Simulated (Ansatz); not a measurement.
Write a Python script for the Python package of Ansatz (0.2.0) that makes a comparison of functionals at one structure of KAlO3, space group Pm-3m. Level of theory (first run): PBEsol, PAW, the default cutoff (420 eV here), 4×4×4 k-points, Fermi-Dirac smearing of 0.3 eV. The script varies functional: pbesol, lda, blyp.

```
K Al O
1.0
     3.86701    0.00000    0.00000
     0.00000    3.86701    0.00000
     0.00000    0.00000    3.86701
K Al O
1 1 3
Direct
  0.00000 0.00000 0.00000
  0.50000 0.50000 0.50000
  0.50000 0.50000 0.00000
  0.50000 0.00000 0.50000
  0.00000 0.50000 0.50000
```

`kalo3.py`:
```python
# -*- coding: utf-8 -*-
"""Functional comparison for KAlO3 (totals differ with the potentials too)."""

import csv
import warnings

import ansatz as az

warnings.simplefilter("ignore", az.DeckWarning)

crystal = (
    az.Lattice.cubic(3.867014)
    .space_group(221)
    .atom("K", [0.0, 0.0, 0.0])
    .atom("Al", [0.5, 0.5, 0.5])
    .atom("O", [0.5, 0.5, 0.0])
)

model = (
    crystal.calculation()
    .accuracy("low")
    .kpoints(4, 4, 4)
    .occupations("fermi_dirac", width=0.3)
    .mixing("msr1", beta=0.7)
    .scf(tolerance=1e-07, max_iterations=80)
    .stress()
)

rows = []
for value in ["pbesol", "lda", "blyp"]:
    r = model.functional(value).run(threads=1, pin="off").report
    rows.append((value, r["free_energy_ev"] / len(r["lattice"]["sites"]), r["n_iterations"], sum(r["stress_gpa"][i][i] for i in range(3)) / 3, r["n_kpoints"]))

with open("xc.csv", "w", newline="") as handle:
    writer = csv.writer(handle)
    writer.writerow(["functional", "F/atom (eV)", "iterations", "P (GPa)", "k-points"])
    writer.writerows([round(v, 5) if isinstance(v, float) else v for v in row] for row in rows)
print(open("xc.csv").read())
```

```console
$ python kalo3.py
functional,F/atom (eV),iterations,P (GPa),k-points
pbesol,-744.863,6,-4.55632,10
lda,-735.2831,7,-9.55054,10
blyp,-758.78698,7,2.97071,10
```

From lowest to highest: LDA (-9.6 GPa), PBEsol (-4.6 GPa) and BLYP (3.0 GPa). At a fixed cell a lower pressure usually means a smaller equilibrium volume, so LDA prefers the smallest cell and BLYP the largest.

What to keep in mind:
- BLYP can be off by several per cent in the lattices of metals, and by several GPa in the pressure at a fixed cell.
- For a metal this k-point mesh is coarse: on a finer one energies can move by several to tens of meV an atom and pressures by half a GPa or more, differences at one mesh by less.
- The smearing is wide enough that free energy and stress hold a thermal part of the electrons.
- The program warned that this SCF threshold is loose for forces or stresses.
- Pressure is positive in compression.
- This cell is a computed structure, which may not be the phase found in nature.
- Total energies of different functionals can't be compared; pressures, moments and gaps at this one structure can.
- The script silences the warnings on its input, which a real study should read.
- The whole script took 3.3 s on 1 thread of Arm Neoverse V1 (shared host), peak memory 0.34 GiB.
